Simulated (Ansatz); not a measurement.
NbPd4:

```xyz
5
Lattice="1.4176 0.8185 11.4953 -1.4176 0.8185 11.4953 0.0000 -1.6369 11.4953" Properties=species:S:1:pos:R:3 pbc="T T T"
Pd    0.0000    0.0000   20.7129
Pd    0.0000    0.0000    6.8943
Pd    0.0000    0.0000   27.5915
Pd    0.0000    0.0000   13.7729
Nb    0.0000    0.0000    0.0000
```

The cell comes from a database or a generator and needn't be the stable form of this composition.

| Property | Result |
| --- | --- |
| Program | Ansatz 0.2.0 |
| Task | single point |
| Functional | PBE |
| Potentials or basis | Ansatz PAW |
| Cutoff | 420 eV (not typed: the program's choice for these potentials) |
| k mesh | 11 × 11 × 11 |
| Occupations | fermi-dirac, width 0.05 eV |
| Spin | no spin polarisation |

On this cell: pressure -1.9 GPa; largest force 0.081 eV/Å; band gap on the k mesh none (metal or under the smearing width).

The same run follows on a disturbed copy (atoms moved at random, drawn with an rms of 0.05 Å):

```
Pd Nb
1.0
     1.41760    0.81845   11.49527
    -1.41760    0.81845   11.49527
     0.00000   -1.63690   11.49527
Pd Nb
4 1
Direct
  0.60537 0.60511 0.59067
  0.21496 0.17200 0.21119
  0.80041 0.79844 0.80136
  0.40664 0.39778 0.39398
  0.00331 0.00572 0.99271
```

Q: What changes?

A: The energy (extrapolated to zero smearing) moves by +1.9 meV/atom; pressure -1.9 GPa; largest force 0.274 eV/Å; band gap on the k mesh none (metal or under the smearing width).

Forces on the atoms (eV/Å):
```
Pd   0.034 -0.032  0.204
Pd  -0.083  0.050  0.141
Pd   0.045 -0.006 -0.069
Pd  -0.025  0.000 -0.004
Nb   0.029 -0.011 -0.272
```

Stress tensor (GPa, compression positive):
```
-2.04  0.01  0.00
 0.01 -2.03  0.02
 0.00  0.02 -1.60
```
